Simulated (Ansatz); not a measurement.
**CH5GaSeSi: how energies converge with the basis set**

Aim: see how fast density functionals converge with the basis set for CH5GaSeSi.

Computed with Ansatz 0.2.0, Gaussian basis. Level: one geometry, several basis sets.

Plan: PBE0-D4/def2-SVP; ωB97M-V/def2-SVP; PBE0-D4/def2-QZVPP; ωB97M-V/def2-QZVPP; the functionals' def2-TZVPP values are taken from earlier runs.

### Step 1. The relaxed structure

All runs share one geometry, relaxed beforehand with PBE0-D4 in a triple-zeta def2 set.

SMILES `[SiH3][CH]1[GaH][Se]1`, 9 atoms, charge 0, spin multiplicity 1.

Atoms are counted from 1 here; the program's logs count them from 0.

Bond lengths: Si1–C2 1.851 Å, Si1–H5 1.488 Å, Si1–H6 1.491 Å, Si1–H7 1.489 Å, C2–Ga3 1.939 Å, C2–Se4 2.066 Å, C2–H8 1.088 Å, Ga3–Se4 2.282 Å, Ga3–H9 1.533 Å. Angles: C2–Si1–H5 112.0°, C2–Si1–H6 110.1°, C2–Si1–H7 109.1°, H5–Si1–H6 108.7°, H5–Si1–H7 108.4°, H6–Si1–H7 108.5°, Si1–C2–Ga3 121.5°, Si1–C2–Se4 112.5°, Si1–C2–H8 116.3°, Ga3–C2–Se4 69.4°, Ga3–C2–H8 116.6°, Se4–C2–H8 110.2°, C2–Ga3–Se4 57.9°, C2–Ga3–H9 156.6°, Se4–Ga3–H9 145.5°, C2–Se4–Ga3 52.7°.

### Step 2. PBE0-D4 in def2-SVP

The input, in.yaml:

```yaml
crystal:
  periodic: [false, false, false]
  atoms:
    - {symbol: Si, position_ang: [-0.245907, 1.140386, -0.721173]}
    - {symbol: C, position_ang: [-0.471316, -0.558630, -0.022577]}
    - {symbol: Ga, position_ang: [0.642326, -1.215271, 1.422840]}
    - {symbol: Se, position_ang: [0.930416, -1.898859, -0.735541]}
    - {symbol: H, position_ang: [-0.335525, 1.149173, -2.206919]}
    - {symbol: H, position_ang: [-1.284392, 2.060460, -0.174454]}
    - {symbol: H, position_ang: [1.094723, 1.655216, -0.328915]}
    - {symbol: H, position_ang: [-1.469946, -0.983494, -0.099931]}
    - {symbol: H, position_ang: [1.139622, -1.348981, 2.866669]}
basis:
  gaussian: {orbitals: def2-SVP}
hamiltonian: {xc: pbe0, dispersion: d4}
output: {orbitals: {seedname: orbitals}}
```

On the command line:

```console
$ ansatz run in.yaml --threads 4 --pin off --events-out ev --progress --plain --max-ram 10444MiB
```

Further steps of the session: ωB97M-V in def2-SVP; PBE0-D4 in def2-QZVPP; ωB97M-V in def2-QZVPP.

**Question.** What will the summary of the whole plan be? Wanted: PBE0-D4: double and triple zeta above quadruple; ωB97M-V: double and triple zeta above quadruple.

The runs gave:

```
                                       quantity           value
PBE0-D4: double and triple zeta above quadruple  21.60, 2.88 eV
ωB97M-V: double and triple zeta above quadruple  21.51, 2.77 eV
```

For PBE0-D4 the step from double to triple zeta gains 18.72 eV and the next only 2.88 eV. Total energies overstate the basis error of differences, where much of it tends to cancel.
